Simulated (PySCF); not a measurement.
# [Dy(NH3)3]3+: forces at shaken geometries

How stiff is [Dy(NH3)3]3+? Its atoms are displaced at random by several amounts. It is a constructed species; whether it can be made isn't addressed.

Computed with PySCF 2.14.0. Level: B3LYP, Dy lcecp-1-SVP with ECP55, N def2-SVP, H def2-SVP; scalar-relativistic core potentials, no spin–orbit coupling.

2 further runs of the same task are left out: 2 for a known fault of the program.

## (1) The system as given

13 atoms, charge 3, spin multiplicity 1.

Bond lengths: Dy1–N2 2.411 Å, Dy1–N6 2.411 Å, Dy1–N10 2.411 Å, N2–H3 1.039 Å, N2–H4 1.040 Å, N2–H5 1.039 Å, N6–H7 1.039 Å, N6–H8 1.040 Å, N6–H9 1.039 Å, N10–H11 1.039 Å, N10–H12 1.040 Å, N10–H13 1.039 Å. Angles: N2–Dy1–N6 109.7°, N2–Dy1–N10 109.7°, N6–Dy1–N10 109.7°, Dy1–N2–H3 116.3°, Dy1–N2–H4 114.7°, Dy1–N2–H5 115.7°, H3–N2–H4 102.7°, H3–N2–H5 102.8°, H4–N2–H5 102.7°, Dy1–N6–H7 116.3°, Dy1–N6–H8 114.7°, Dy1–N6–H9 115.7°, H7–N6–H8 102.7°, H7–N6–H9 102.8°, H8–N6–H9 102.7°, Dy1–N10–H11 116.3°, Dy1–N10–H12 114.7°, Dy1–N10–H13 115.7° and more.

Coordinates:

```xyz
13
charge 3, multiplicity 1
Dy    0.0000    0.0000   -0.7875
N     2.2767   -0.0005    0.0063
H     2.4883   -0.6391    0.7981
H     2.9845   -0.2758   -0.7047
H     2.6369    0.9133    0.3442
N    -1.1379    1.9720    0.0063
H    -0.6907    2.4745    0.7981
H    -1.2534    2.7226   -0.7047
H    -2.1094    1.8270    0.3442
N    -1.1388   -1.9714    0.0063
H    -1.7976   -1.8354    0.7981
H    -1.7311   -2.4468   -0.7047
H    -0.5275   -2.7403    0.3442
```

Formal oxidation states: Dy +3. Each metal's 9 4f electrons lie in its core potential, so multiplicities, spins and levels count the valence alone. An earlier session relaxed this geometry at B3LYP, Dy lcecp-1-SVP with ECP55, N def2-SVP, H def2-SVP (singlet, point group C3).

Its energy there is -205.621017 Eh.

## (2) Atoms moved at random, σ = 0.03 Å

File run.py (the lines that set the calculation):

```python
mol = gto.M(atom='''
Dy    -0.00882    -0.01617    -0.79244
N      2.25095     0.00612     0.02811
H      2.48734    -0.66902     0.84400
H      2.96235    -0.24681    -0.72107
H      2.64819     0.91543     0.31180
N     -1.15878     1.97690     0.01053
H     -0.65281     2.44549     0.78587
H     -1.22260     2.70548    -0.69289
H     -2.08894     1.82200     0.34249
N     -1.11206    -1.97288     0.04988
H     -1.82171    -1.76586     0.69714
H     -1.74880    -2.45241    -0.70130
H     -0.53431    -2.74827     0.38182''',
    basis={'Dy': 'lcecp-1-SVP', 'N': 'def2-SVP', 'H': 'def2-SVP'},
    ecp={'Dy': 'lcecp-1-SVP'},
    charge=3, spin=0)
mf = dft.RKS(mol, xc='B3LYP')
mf.grids.atom_grid = (50, 194)  # f atoms: unpruned, at least (60, 302)
mf = mf.density_fit()  # fitting sets: Dy AutoAux, N def2-universal-JKFIT, H def2-universal-JKFIT
mf.conv_tol = 1e-08; mf.max_cycle = 55
mf.kernel(dm0)  # dm0: the density of the relaxed state
```

On the command line:

```
$ OMP_NUM_THREADS=2 python run.py
```

Standard output:

```text
init E= -205.60919513893
  HOMO = -0.880391343035908  LUMO = -0.620397077339295  gap/eV = 7.07480
cycle= 1 E= -205.608544207859  delta_E= 0.000651  |g|= 0.059  |ddm|= 0.179
  HOMO = -0.885566805270815  LUMO = -0.617956055510625  gap/eV = 7.28206
cycle= 2 E= -205.607928127515  delta_E= 0.000616  |g|= 0.0838  |ddm|= 0.122
  HOMO = -0.889397118468124  LUMO = -0.618146267463917  gap/eV = 7.38111
cycle= 3 E= -205.609481600273  delta_E= -0.00155  |g|= 0.00715  |ddm|= 0.0649
  HOMO = -0.889141873457836  LUMO = -0.618280474508692  gap/eV = 7.37051
cycle= 4 E= -205.609492515715  delta_E= -1.09e-05  |g|= 0.00137  |ddm|= 0.00639
  HOMO = -0.889227062755524  LUMO = -0.618281847783392  gap/eV = 7.37279
cycle= 5 E= -205.609492813948  delta_E= -2.98e-07  |g|= 0.000843  |ddm|= 0.00164
  HOMO = -0.889109623502323  LUMO = -0.61829042895245  gap/eV = 7.36937
cycle= 6 E= -205.609492967927  delta_E= -1.54e-07  |g|= 0.000124  |ddm|= 0.000723
  HOMO = -0.889119039383707  LUMO = -0.618283727528167  gap/eV = 7.36980
cycle= 7 E= -205.609492971704  delta_E= -3.78e-09  |g|= 2.24e-05  |ddm|= 0.00013
  HOMO = -0.889124066390825  LUMO = -0.618285436071854  gap/eV = 7.36989
Extra cycle  E= -205.609492971747  delta_E= -4.33e-11  |g|= 2.06e-05  |ddm|= 4.22e-05
converged SCF energy = -205.609492971747
```

Wall time 6 s (2 threads of Intel Xeon Platinum 8488C (Sapphire Rapids), shared host).

Read off: E = -205.609493 Eh (+0.314 eV from the relaxed state), HOMO -24.19 eV, LUMO -16.82 eV, Mulliken charge on Dy1 +1.76 e, largest force component 3.802 eV/Å. 

```tsv
atom	Fx	Fy	Fz (eV/Å)
Dy1	0.064	0.125	0.058
N2	0.873	-1.203	0.064
H3	-0.226	1.080	-1.173
H4	-0.555	-0.138	0.611
H5	-0.075	0.250	0.442
N6	2.102	-0.803	-0.052
H7	-0.211	0.031	0.110
H8	-0.298	0.738	-0.644
H9	-1.538	-0.018	0.568
N10	-0.074	-0.491	-3.802
H11	-1.431	0.277	2.307
H12	1.259	0.576	0.953
H13	0.111	-0.425	0.558
```

## (3) Atoms moved at random, σ = 0.15 Å

File run.py (the lines that set the calculation):

```python
mol = gto.M(atom='''
Dy    -0.20642     0.01738    -0.79396
N      2.53261     0.14696    -0.02655
H      2.49959    -0.87500     0.79883
H      2.98251    -0.41459    -0.63233
H      2.59791     0.65563     0.57202
N     -0.92051     2.02456    -0.27100
H     -0.76959     2.55529     0.80090
H     -1.19795     2.97139    -0.68341
H     -2.28979     1.88000     0.46764
N     -1.33307    -1.79113    -0.14739
H     -1.71622    -1.97611     0.57869
H     -1.64346    -2.29132    -0.64183
H     -0.53563    -2.90307     0.52229''',
    basis={'Dy': 'lcecp-1-SVP', 'N': 'def2-SVP', 'H': 'def2-SVP'},
    ecp={'Dy': 'lcecp-1-SVP'},
    charge=3, spin=0)
mf = dft.RKS(mol, xc='B3LYP')
mf.grids.atom_grid = (50, 194)  # f atoms: unpruned, at least (60, 302)
mf = mf.density_fit()  # fitting sets: Dy AutoAux, N def2-universal-JKFIT, H def2-universal-JKFIT
mf.conv_tol = 1e-08; mf.max_cycle = 55
mf.kernel(dm0)  # dm0: the density of the relaxed state
```

On the command line:

```
$ OMP_NUM_THREADS=2 python run.py
```

Standard output:

```text
init E= -204.075382572965
  HOMO = -1.05250568589144  LUMO = -0.835988724844341  gap/eV = 5.89173
cycle= 1 E= -204.981520358204  delta_E= -0.906  |g|= 0.716  |ddm|= 1.25
  HOMO = -0.728407955694223  LUMO = -0.603766492346215  gap/eV = 3.39167
cycle= 2 E= -204.671089967404  delta_E= 0.31  |g|=  1.3  |ddm|= 1.52
  HOMO = -0.815617448347627  LUMO = -0.606834644311994  gap/eV = 5.68127
cycle= 3 E= -205.098972766982  delta_E= -0.428  |g|= 0.141  |ddm|=  1.1
  HOMO = -0.812244713860339  LUMO = -0.61085949687135  gap/eV = 5.47997
cycle= 4 E= -205.103746682589  delta_E= -0.00477  |g|= 0.0486  |ddm|= 0.137
  HOMO = -0.812518417323021  LUMO = -0.612553062309284  gap/eV = 5.44133
cycle= 5 E= -205.104202306188  delta_E= -0.000456  |g|= 0.0204  |ddm|= 0.0505
  HOMO = -0.812992953429495  LUMO = -0.61316447790758  gap/eV = 5.43761
cycle= 6 E= -205.104301744181  delta_E= -9.94e-05  |g|= 0.0031  |ddm|= 0.0163
  HOMO = -0.812661765450049  LUMO = -0.612815840360273  gap/eV = 5.43808
cycle= 7 E= -205.104303954364  delta_E= -2.21e-06  |g|= 0.00138  |ddm|= 0.00377
  HOMO = -0.812898990142504  LUMO = -0.612777133021907  gap/eV = 5.44559
cycle= 8 E= -205.104304359862  delta_E= -4.05e-07  |g|= 0.000478  |ddm|= 0.00149
  HOMO = -0.812888796384769  LUMO = -0.612830730978622  gap/eV = 5.44386
cycle= 9 E= -205.104304421265  delta_E= -6.14e-08  |g|= 4.86e-05  |ddm|= 0.000488
  HOMO = -0.812885179290543  LUMO = -0.612823933664611  gap/eV = 5.44394
cycle= 10 E= -205.104304421985  delta_E= -7.21e-10  |g|= 9.82e-06  |ddm|= 6.92e-05
  HOMO = -0.812883869164592  LUMO = -0.612826462920458  gap/eV = 5.44384
Extra cycle  E= -205.104304421979  delta_E= 6.03e-12  |g|= 1.2e-05  |ddm|= 2.53e-05
converged SCF energy = -205.104304421979
```

Run time: 6.6 s. Hardware: 2 threads of Intel Xeon Platinum 8488C (Sapphire Rapids), shared host.

It gives: E = -205.104304 Eh (+14.060 eV from the relaxed state), HOMO -22.12 eV, LUMO -16.68 eV, Mulliken charge on Dy1 +1.69 e, largest force component 19.728 eV/Å. 

```tsv
atom	Fx	Fy	Fz (eV/Å)
Dy1	2.720	0.577	-1.050
N2	-9.073	-18.697	-10.778
H3	-0.045	3.320	-2.483
H4	3.962	-0.859	-3.206
H5	4.083	15.933	16.260
N6	-5.099	3.934	6.731
H7	0.710	-1.771	-2.974
H8	0.356	-1.109	-0.643
H9	3.269	0.146	-2.491
N10	19.728	14.384	8.203
H11	-8.176	-1.575	13.038
H12	-11.119	-17.174	-18.262
H13	-1.317	2.890	-2.346
```

## (4) Atoms moved at random, σ = 0.06 Å

File run.py (the lines that set the calculation):

```python
mol = gto.M(atom='''
Dy    -0.03203    -0.00554    -0.82782
N      2.30254     0.01085     0.06439
H      2.52080    -0.60342     0.61264
H      3.04930    -0.28800    -0.70588
H      2.63650     0.88825     0.40054
N     -1.12963     1.98657    -0.08359
H     -0.69572     2.37878     0.88047
H     -1.23764     2.79330    -0.64723
H     -2.14762     1.84798     0.36062
N     -1.03581    -1.97518    -0.05184
H     -1.84779    -1.86717     0.86478
H     -1.77680    -2.51546    -0.67318
H     -0.60610    -2.65096     0.35003''',
    basis={'Dy': 'lcecp-1-SVP', 'N': 'def2-SVP', 'H': 'def2-SVP'},
    ecp={'Dy': 'lcecp-1-SVP'},
    charge=3, spin=0)
mf = dft.RKS(mol, xc='B3LYP')
mf.grids.atom_grid = (50, 194)  # f atoms: unpruned, at least (60, 302)
mf = mf.density_fit()  # fitting sets: Dy AutoAux, N def2-universal-JKFIT, H def2-universal-JKFIT
mf.conv_tol = 1e-08; mf.max_cycle = 55
mf.kernel(dm0)  # dm0: the density of the relaxed state
```

On the command line:

```
$ OMP_NUM_THREADS=2 python run.py
```

Standard output:

```text
init E= -205.393275509494
  HOMO = -0.893983852724709  LUMO = -0.642229199461088  gap/eV = 6.85059
cycle= 1 E= -205.509723595812  delta_E= -0.116  |g|= 0.167  |ddm|= 0.465
  HOMO = -0.873939641577802  LUMO = -0.617171063216736  gap/eV = 6.98703
cycle= 2 E= -205.504965915073  delta_E= 0.00476  |g|= 0.232  |ddm|= 0.32
  HOMO = -0.886979323246556  LUMO = -0.616377383418062  gap/eV = 7.36345
cycle= 3 E= -205.516800773655  delta_E= -0.0118  |g|= 0.0256  |ddm|= 0.182
  HOMO = -0.886155726776494  LUMO = -0.616756311656024  gap/eV = 7.33073
cycle= 4 E= -205.516948786868  delta_E= -0.000148  |g|= 0.00297  |ddm|= 0.0209
  HOMO = -0.886577466302913  LUMO = -0.617030452766318  gap/eV = 7.33475
cycle= 5 E= -205.516950156015  delta_E= -1.37e-06  |g|= 0.00182  |ddm|= 0.00333
  HOMO = -0.886211515166645  LUMO = -0.61703252135117  gap/eV = 7.32473
cycle= 6 E= -205.516950838671  delta_E= -6.83e-07  |g|= 0.000438  |ddm|= 0.00169
  HOMO = -0.886256689381078  LUMO = -0.616996143346906  gap/eV = 7.32695
cycle= 7 E= -205.516950885598  delta_E= -4.69e-08  |g|= 4.83e-05  |ddm|= 0.000448
  HOMO = -0.886268020697166  LUMO = -0.617000181295476  gap/eV = 7.32715
cycle= 8 E= -205.516950886236  delta_E= -6.38e-10  |g|= 1.54e-05  |ddm|= 6.07e-05
  HOMO = -0.886266060014499  LUMO = -0.617000514633943  gap/eV = 7.32709
Extra cycle  E= -205.516950886164  delta_E= 7.26e-11  |g|= 2.4e-05  |ddm|= 2.88e-05
converged SCF energy = -205.516950886164
```

Run time: 6.2 s. Hardware: 2 threads of Intel Xeon Platinum 8488C (Sapphire Rapids), shared host.

Read off: E = -205.516951 Eh (+2.832 eV from the relaxed state), HOMO -24.12 eV, LUMO -16.79 eV, Mulliken charge on Dy1 +1.79 e, largest force component 11.637 eV/Å. 

```tsv
atom	Fx	Fy	Fz (eV/Å)
Dy1	0.674	0.251	-0.063
N2	-2.592	6.996	-11.637
H3	2.973	-9.491	9.606
H4	-1.496	1.140	1.109
H5	0.697	1.357	0.688
N6	-1.162	-1.494	5.283
H7	-0.573	-0.578	-2.399
H8	-0.161	1.806	-1.316
H9	1.875	0.214	-1.414
N10	-9.449	5.418	-1.280
H11	2.530	0.209	-2.747
H12	1.665	0.981	0.627
H13	5.021	-6.806	3.546
```

## (5) The displacements side by side

| σ (Å) | energy rise (eV) | harmonic estimate −½ F·u (eV) | largest force component (eV/Å) |
| --- | --- | --- | --- |
| 0.03 | 0.314 | 0.300 | 3.80 |
| 0.15 | 14.060 | 11.173 | 19.73 |
| 0.06 | 2.832 | 2.921 | 11.64 |

Every displacement raises the energy. For a harmonic well the rise equals −½ F·u; the two differ by at most 21 % here (a move with σ = 0.15 Å), from anharmonicity, the grid and the small forces left at the relaxed point. These are double-zeta-type bases without diffuse functions. Spin–orbit coupling is left out.
